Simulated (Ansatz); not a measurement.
# Cl₂H₄OSi₂: how energies converge with the basis set

The task here is to estimate one member of a computed series from the others.

Method: one geometry, several basis sets; program: Ansatz 0.2.0, Gaussian basis.

Levels to be run: PBE0-D4/def2-SVP; ωB97M-V/def2-SVP; PBE0-D4/def2-QZVPP; ωB97M-V/def2-QZVPP; the functionals' def2-TZVPP values are taken from earlier runs.

**Structure used throughout**

An earlier PBE0-D4 in a triple-zeta def2 set relaxation fixed the geometry.

SMILES `O[Si]([SiH3])(Cl)Cl`, 9 atoms, charge 0, spin multiplicity 1.

Atoms are counted from 1 here; the program's logs count them from 0.

Bond lengths: O1–Si2 1.628 Å, O1–H6 0.960 Å, Si2–Si3 2.329 Å, Si2–Cl4 2.055 Å, Si2–Cl5 2.055 Å, Si3–H7 1.484 Å, Si3–H8 1.485 Å, Si3–H9 1.485 Å. Angles: Si2–O1–H6 119.1°, O1–Si2–Si3 109.0°, O1–Si2–Cl4 110.1°, O1–Si2–Cl5 110.0°, Si3–Si2–Cl4 110.7°, Si3–Si2–Cl5 110.7°, Cl4–Si2–Cl5 106.3°, Si2–Si3–H7 108.0°, Si2–Si3–H8 109.3°, Si2–Si3–H9 109.3°, H7–Si3–H8 110.0°, H7–Si3–H9 110.0°, H8–Si3–H9 110.2°.

Set-up of the first run:

in.yaml

```yaml
crystal:
  periodic: [false, false, false]
  atoms:
    - {symbol: O, position_ang: [-1.582803, 1.098694, 0.101236]}
    - {symbol: Si, position_ang: [-0.238606, 0.504071, -0.597737]}
    - {symbol: Si, position_ang: [0.758974, -1.022233, 0.850912]}
    - {symbol: Cl, position_ang: [-0.711299, -0.393107, -2.385614]}
    - {symbol: Cl, position_ang: [1.057910, 2.034619, -1.046606]}
    - {symbol: H, position_ang: [-2.108195, 1.747352, -0.373078]}
    - {symbol: H, position_ang: [1.979153, -1.551690, 0.191735]}
    - {symbol: H, position_ang: [-0.190033, -2.130322, 1.127075]}
    - {symbol: H, position_ang: [1.123399, -0.333684, 2.114975]}
basis:
  gaussian: {orbitals: def2-SVP}
hamiltonian: {xc: pbe0, dispersion: d4}
output: {orbitals: {seedname: orbitals}}
```

Command:

```
$ ansatz run in.yaml --threads 4 --pin off --events-out ev --progress --plain --max-ram 10444MiB
```

Steps of the session up to this table: PBE0-D4 in def2-SVP; ωB97M-V in def2-SVP; PBE0-D4 in def2-QZVPP; ωB97M-V in def2-QZVPP.

One table of the session follows, with a row left open; its other results are not shown here.

It belongs to the step «Functionals by basis». 

| functional | basis | HOMO (eV) | LUMO (eV) |
| --- | --- | --- | --- |
| PBE0-D4 | def2-SVP | -8.45 | 0.04 |
| PBE0-D4 | def2-TZVPP | -8.54 | -0.29 |
| PBE0-D4 | def2-QZVPP | ? | ? |
| ωB97M-V | def2-SVP | -10.44 | 1.97 |
| ωB97M-V | def2-TZVPP | -10.57 | 1.52 |
| ωB97M-V | def2-QZVPP | -10.61 | 1.25 |

Estimate the missing values for PBE0-D4, def2-QZVPP.

**Answer.** HOMO (eV): -8.57; LUMO (eV): -0.39. In the column «HOMO (eV)» it lies between ωB97M-V, def2-SVP (-10.44) and PBE0-D4, def2-TZVPP (-8.54).
